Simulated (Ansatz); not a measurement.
CBrF, SMILES F[C]Br, vertical and adiabatic energies of changing the electron count

With the Python package of Ansatz (0.2.0).

Notebook, run cell by cell (the value of a cell's last expression is shown):

```python
import ansatz as az
from ase import Atoms
import numpy as np
```

```python
BASIS_SET = "def2-SVP"
XC = "PBE0"
CHARGE = 1
```

```python
atoms = Atoms(["F", "C", "Br"], positions=[
    (-1.2296, -0.3839, 0.0),
    (-0.261, 0.6012, 0.0),
    (1.4906, -0.2173, 0.0),
])
mol = az.Crystal.molecule_from_ase(atoms)
```

```python
calculation = (
    mol.calculation()
    .basis(gaussian=BASIS_SET)
    .functional(XC)
    .spin("collinear", total=2)
)
symbols = [site.symbol for site in mol.cartesian_sites]
start = np.array([site.position_ang for site in mol.cartesian_sites], dtype=float)
r = calculation.relax(force_tolerance=0.01).run(threads=1, pin="off").report
end = np.array(r["positions_ang"])

minimum = az.Crystal.molecule()
for symbol, place in zip(symbols, end):
    minimum = minimum.atom(symbol, place.tolist())
ion = (
    minimum.calculation()
    .basis(gaussian=BASIS_SET)
    .functional(XC)
    .charge(CHARGE)
    .spin("collinear", total=1)
)
vertical = ion.run(threads=1, pin="off").report
settled = ion.relax(force_tolerance=0.01, max_steps=80).run(threads=1, pin="off").report
print(f"vertical ionisation energy   {vertical['free_energy_ev'] - r['free_energy_ev']:.3f} eV")
print(f"adiabatic, no zero point     {settled['free_energy_ev'] - r['free_energy_ev']:.3f} eV")
print(f"relaxation energy of the ion {vertical['free_energy_ev'] - settled['free_energy_ev']:.3f} eV")
ionised = np.array(settled["positions_ang"])
print("final positions (A) and the move of each atom")
for symbol, xyz, old in zip(symbols, ionised, end):
    print(f"{symbol:2s} {xyz[0]:10.5f} {xyz[1]:10.5f} {xyz[2]:10.5f}   {np.linalg.norm(xyz - old):7.4f}")
```

    vertical ionisation energy   8.829 eV
    adiabatic, no zero point     8.519 eV
    relaxation energy of the ion 0.309 eV
    final positions (A) and the move of each atom
    F    -1.24300   -0.26579   -0.00000    0.0540
    C    -0.21195    0.39502   -0.00000    0.0662
    Br    1.45495   -0.12923    0.00000    0.0590

What to keep in mind:
- The energies are electronic: no zero-point or thermal terms, and the basis set is short of its limit. The product may relax into another structure. Each relaxation finds its nearest minimum, which needn't be the lowest.
- The run takes the species as open-shell (spin multiplicity 3), which needn't be its ground state.
- Only the spin states typed were run; another state of an ion can lie lower, by up to an eV or two.
- Hardware and time: 30 s on 1 thread of Arm Neoverse V2, with other jobs on the host, peak memory 0.22 GiB.
